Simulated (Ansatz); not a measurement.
# CuSi16: the cost of one run

Program: Ansatz 0.2.0. Level of theory: DFT PBEsol, plane waves, PAW, scalar-relativistic, no spin polarisation. These are calculated values, not measurements.

## Step 1: The structure to begin with

The cell holds 17 atoms (CuSi16): a = 7.679 Å, b = 7.679 Å, c = 7.679 Å, α = 60.00°, β = 60.00°, γ = 60.00°.

The coordinates stand in the first input below.

## Step 2: Relaxing the start

File input.yaml:

```yaml
accuracy: low
crystal:
  lattice:
    - [0.0, 5.43, 5.43]
    - [5.43, 0.0, 5.43]
    - [5.43, 5.43, 0.0]
  atoms:
    - { symbol: Si, position: [0.0, 0.0, 0.0] }
    - { symbol: Si, position: [0.125, 0.125, 0.125] }
    - { symbol: Si, position: [0.0, 0.0, 0.5] }
    - { symbol: Si, position: [0.125, 0.125, 0.625] }
    - { symbol: Si, position: [0.0, 0.5, 0.0] }
    - { symbol: Si, position: [0.125, 0.625, 0.125] }
    - { symbol: Si, position: [0.0, 0.5, 0.5] }
    - { symbol: Si, position: [0.125, 0.625, 0.625] }
    - { symbol: Si, position: [0.5, 0.0, 0.0] }
    - { symbol: Si, position: [0.625, 0.125, 0.125] }
    - { symbol: Si, position: [0.5, 0.0, 0.5] }
    - { symbol: Si, position: [0.625, 0.125, 0.625] }
    - { symbol: Si, position: [0.5, 0.5, 0.0] }
    - { symbol: Si, position: [0.625, 0.625, 0.125] }
    - { symbol: Si, position: [0.5, 0.5, 0.5] }
    - { symbol: Si, position: [0.625, 0.625, 0.625] }
    - { symbol: Cu, position: [0.7458351, 0.2483726, 0.7538878] }
total_charge: 1
basis:
  ecutwfc: 420.0
kpoints:
  mp_grid: { grid: [2, 2, 2] }
hamiltonian:
  xc: pbesol
  pseudopotentials: { kind: paw, azcp: { folder: soft_1 } }
scf:
  occupations: { method: fermi_dirac, width: 0.02 }
  lower_state_search: "off"
relax:
  f_tol: 0.08
  max_steps: 25
  adjacent_minimum: "off"
```

Started as:

```sh
> ansatz run input.yaml --threads 1 --pin off --max-ram 3072MiB --backend cpu --events-out ev --progress --plain --runs-dir out
```

Q: Estimate wall time and peak memory on 1 thread of Arm Neoverse V2, shared host.

About 77 s, with a peak of 0.56 GiB.
